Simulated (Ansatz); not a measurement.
**BTeH3 (SMILES B[TeH]): functionals against CCSD(T) at one geometry**

One table from this session's results is given with a row withheld; the runs are named, their logs left out.

The runs use Ansatz 0.2.0, Gaussian basis; single points in def2-TZVPP.

Cores are frozen in the correlated methods. Filled d shells of the heavier atoms are correlated. Core potentials replace the inner electrons past krypton, and spin-orbit coupling is left out. B3LYP uses VWN-RPA correlation.

### The system as given

5 atoms, charge 0, spin multiplicity 1.

Atoms are counted from 1 here; the program's logs count them from 0.

Bond lengths: B1–Te2 2.102 Å, B1–H3 1.191 Å, B1–H4 1.171 Å, Te2–H5 1.690 Å. Angles: Te2–B1–H3 123.5°, Te2–B1–H4 118.5°, H3–B1–H4 118.0°, B1–Te2–H5 95.6°.

As a file:

```xyz
5
BH3Te
B    -0.2781   -0.5303    0.3849
Te    1.3125    0.6140   -0.3773
H    -1.4241   -0.2904    0.1666
H    -0.0300   -1.4282    1.0937
H     0.3437    1.6555   -1.2907
```

The first run:

File run/in.yaml:

```yaml
crystal:
  periodic: [false, false, false]
  atoms:
    - {symbol: B, position_ang: [-0.278100, -0.530300, 0.384900]}
    - {symbol: Te, position_ang: [1.312500, 0.614000, -0.377300]}
    - {symbol: H, position_ang: [-1.424100, -0.290400, 0.166600]}
    - {symbol: H, position_ang: [-0.030000, -1.428200, 1.093700]}
    - {symbol: H, position_ang: [0.343700, 1.655500, -1.290700]}
basis:
  gaussian: {orbitals: def2-TZVPP}
correlation: {method: ccsd_t}
output: {forces: true}
```

No record of the launch command was kept for these runs.

Among the steps run: CCSD(T)/def2-TZVPP; PBE0-D4/def2-TZVPP; wB97M-V/def2-TZVPP; r2SCAN-D4/def2-TZVPP; PBE-D4/def2-TZVPP; r2SCANh-D4/def2-TZVPP; B3LYP-D4/def2-TZVPP.

One table of the session follows, with a row left open; its other results are not shown here.

```
    method  RMS force component (eV/Å)  angle to CCSD(T) forces (°)  dipole (D)
   CCSD(T)                       0.311                    reference        0.54
   PBE0-D4                       0.280                          9.5        0.51
   wB97M-V                           ?                            ?           ?
 r2SCAN-D4                       0.267                          9.3        0.55
    PBE-D4                       0.250                         32.1        0.72
r2SCANh-D4                       0.282                          5.5        0.49
  B3LYP-D4                       0.259                         20.7        0.52
```

**Question.** Estimate the row for wB97M-V.

The run gave: RMS force component (eV/Å): 0.306; angle to CCSD(T) forces (°): 9.7; dipole (D): 0.39. In the column «RMS force component (eV/Å)» it lies between r2SCANh-D4 (0.282) and CCSD(T) (0.311).
